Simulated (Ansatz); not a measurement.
# CuF3HOP: a ladder of functionals and wavefunction methods

One table from this session's results is given with a row withheld; the runs are named, their logs left out.

Computed with Ansatz 0.2.0, Gaussian basis. Level: functionals in def2-TZVPP, the program's frozen cores in correlated methods.

Levels to be run: LDA (SPW92), PBE-D4, revPBE-D4, BLYP-D4, r2SCAN-D4, B97M-V, PBE0-D4, B3LYP-D4, r2SCANh-D4, r2SCAN0-D4, HSE06-D4, BHLYP-D4, CAM-B3LYP-D4, LC-ωPBE, ωB97X-V, ωB97M-V, B2PLYP, PBE-QIDH; CCSD(T)/def2-SVP; CCSD(T)/def2-TZVPP; MP2/def2-QZVPP; extrapolation to the limit; RPA on PBE.

## The relaxed structure

All runs share one geometry, relaxed beforehand with PBE0-D4 in a triple-zeta def2 set.

SMILES `[OH][Cu-][P+](F)(F)F`, 7 atoms, charge 0, spin multiplicity 1.

Atoms are counted from 1 here; the program's logs count them from 0.

Bond lengths: O1–Cu2 1.772 Å, O1–H7 0.958 Å, Cu2–P3 2.093 Å, P3–F4 1.549 Å, P3–F5 1.549 Å, P3–F6 1.549 Å. Angles: Cu2–O1–H7 116.3°, O1–Cu2–P3 177.1°, Cu2–P3–F4 117.3°, Cu2–P3–F5 118.8°, Cu2–P3–F6 118.8°, F4–P3–F5 99.4°, F4–P3–F6 99.5°, F5–P3–F6 99.2°.

The first run:

File in.yaml:

```yaml
crystal:
  periodic: [false, false, false]
  atoms:
    - {symbol: O, position_ang: [1.274227, -2.383387, 0.251408]}
    - {symbol: Cu, position_ang: [0.469035, -0.812453, 0.099524]}
    - {symbol: P, position_ang: [-0.395592, 1.088311, -0.036765]}
    - {symbol: F, position_ang: [-1.848302, 1.171352, -0.566827]}
    - {symbol: F, position_ang: [0.268964, 2.147690, -0.950833]}
    - {symbol: F, position_ang: [-0.545520, 1.933939, 1.252242]}
    - {symbol: H, position_ang: [0.777199, -3.145453, -0.048749]}
basis:
  gaussian: {orbitals: def2-TZVPP}
hamiltonian: {xc: lda}
output: {orbitals: {seedname: orbitals}}
```

Launch:

```sh
$ ansatz run in.yaml --threads 4 --pin off --events-out ev --progress --plain --max-ram 10444MiB
```

Steps of the session up to this table: LDA; PBE-D4 (GGA); revPBE-D4 (GGA); BLYP-D4 (GGA); r2SCAN-D4 (meta-GGA); B97M-V (meta-GGA); PBE0-D4 (hybrid); B3LYP-D4 (hybrid); r2SCANh-D4 (hybrid); r2SCAN0-D4 (hybrid); HSE06-D4 (hybrid); BHLYP-D4 (hybrid); CAM-B3LYP-D4 (range-separated); LC-ωPBE (range-separated); ωB97X-V (range-separated); ωB97M-V (range-separated); B2PLYP (double hybrid); PBE-QIDH (double hybrid).

One table of the session follows, with a row left open; its other results are not shown here.

It belongs to the step «Orbital energies across the functionals». 

| functional | HOMO (eV) | LUMO (eV) | gap (eV) |
| --- | --- | --- | --- |
| LDA (SPW92) | -5.98 | -2.67 | 3.31 |
| PBE-D4 | -5.71 | -2.36 | 3.35 |
| revPBE-D4 | -5.60 | -2.24 | 3.37 |
| BLYP-D4 | -5.60 | -2.25 | 3.36 |
| r2SCAN-D4 | -5.93 | -2.21 | 3.72 |
| B97M-V | -5.91 | -2.22 | 3.69 |
| PBE0-D4 | -7.04 | -1.54 | 5.51 |
| B3LYP-D4 | -6.84 | -1.77 | 5.07 |
| r2SCANh-D4 | -6.45 | -1.90 | 4.54 |
| r2SCAN0-D4 | -7.24 | -1.45 | 5.79 |
| HSE06-D4 | -6.63 | -1.91 | 4.72 |
| BHLYP-D4 | -8.40 | -0.65 | 7.75 |
| CAM-B3LYP-D4 | ? | ? | ? |
| LC-ωPBE | -9.85 | 0.73 | 10.58 |
| ωB97X-V | -9.48 | 0.62 | 10.10 |
| ωB97M-V | -9.46 | 0.47 | 9.93 |

Estimate the missing values for CAM-B3LYP-D4.

As computed: HOMO (eV): -8.51; LUMO (eV): -0.49; gap (eV): 8.02. In the column «HOMO (eV)» it lies between ωB97M-V (-9.46) and BHLYP-D4 (-8.40).
